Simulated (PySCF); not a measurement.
**PbF+: from the state search to spectroscopic constants**

One table from this session's results is given with a row withheld; the runs are named, their logs left out.

Program: PySCF 2.14.0. Level of theory: Pb aug-cc-pVDZ-PP with ECP60, F aug-cc-pVDZ, scalar-relativistic core potentials. These are calculated values, not measurements.

The first run:

The job is set up so:

- atoms: Pb, F
- charge: 1
- basis: Pb aug-cc-pVDZ-PP with ECP60, F aug-cc-pVDZ
- Hamiltonian: scalar-relativistic core potentials
- basis functions: 55
- electrons treated: 30
- masses in u: 207.9766, 18.9984
- levels: PBE0, PBE, r²SCAN, BP86, PW91, r²SCAN0, HF, MP2, SCS-MP2, CCSD, CCSD(T)
- grid: 80 radial by 434 angular points
- occupations: held fixed by the projection of orbital angular momentum
- dissociation limit: Pb+ + F, each in its ground configuration
- starting distance in angstrom: 2.110
- values of 2S to try: 0, 2

On the command line:

```
OMP_NUM_THREADS=1 python dia.py task.json out
```

Among the steps run: The job; The PBE0 curve of the state that the search chose; Higher solutions at PBE0; PBE (GGA); r²SCAN; BP86 (GGA); PW91; r²SCAN0; RHF (mean field); Correlated methods on the Hartree–Fock reference.

One of the session's tables, all rows but one given; the rest of the session is left out.

| level | Re (Å) | ωe (cm⁻¹) | De (eV) |
| --- | --- | --- | --- |
| RHF | 1.978 | 649 | 2.58 |
| RHF-MP2 | 1.998 | 624 | 4.89 |
| RHF-SCS-MP2 | 2.000 | 621 | 4.68 |
| RHF-CCSD | 1.993 | 629 | 4.40 |
| RHF-CCSD(T) | 2.000 | 619 | 4.55 |
| PBE | 2.025 | 585 | 5.05 |
| PW91 | 2.024 | 586 | 5.08 |
| BP86 | 2.024 | 588 | 5.02 |
| r²SCAN | 2.003 | 613 | 4.77 |
| PBE0 | ? | ? | ? |
| r²SCAN0 | 1.987 | 634 | 4.35 |

Q: Estimate the row for PBE0 from the others.

The run gave: Re (Å): 1.999; ωe (cm⁻¹): 618; De (eV): 4.56. In the column «Re (Å)» it lies between RHF-MP2 (1.998) and RHF-SCS-MP2 (2.000).
